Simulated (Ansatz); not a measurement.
Runs of Ansatz 0.2.0 on AgRh. The structure is hexagonal, space group P-6m2 (No. 187). Conventional cell: a = 2.778 Å, b = 2.778 Å, c = 4.809 Å, α = 90.00°, β = 90.00°, γ = 120.00°. Ag (site symmetry -6m2) is surrounded by 6 Ag at 2.78 Å and 6 Rh at 2.89 Å. Around Rh (site symmetry -6m2) lie 6 Rh at 2.78 Å and 6 Ag at 2.89 Å. The cell comes from a database or a generator and needn't be the stable form of this composition.

| task | level | spin | k mesh | cutoff (eV) | points for each segment of the path | q mesh | gap on the mesh (eV) | V0 of scaled cells (Å³/atom) | B0 (GPa) |
| --- | --- | --- | --- | --- | --- | --- | --- | --- | --- |
| band structure | PBEsol | SOC, no magnetisation | 11 × 11 × 6 | 420 | 14 | - | none | - | - |
| equation of state | r2SCAN | off | 11 × 11 × 6 | 500 | - | - | - | 15.40 | (a) |
| equation of state | PBE | off | 11 × 11 × 6 | 420 | - | - | - | 15.82 | 158 |
| phonons | PBEsol | off | 10 × 10 × 6 | 420 | 8 | 2 × 2 × 2 | none | - | - |

Alike in all rows: potentials or basis Ansatz PAW; cell as given; smearing fermi-dirac 0.05 eV.

Problem. Fill in the values left out.

Solution. (a) 175.

Caveats: the PAW data sets come from PBE, with cores solved anew for the run's functional, which leaves a small shift of forces and pressure (some runs); the cell was scaled at fixed shape and fractional positions, which overstates the stiffness of a crystal with free parameters, most of all of layers and chains (some runs); the PAW data sets were made with another functional, which shifts forces and pressure a little (some runs); some levels weren't fully converged (some runs).

A k mesh can miss the band edges, and rows without SOC leave out spin-orbit coupling on Ag, Rh.

A gap of «none» marks a metal or a gap under the smearing width.
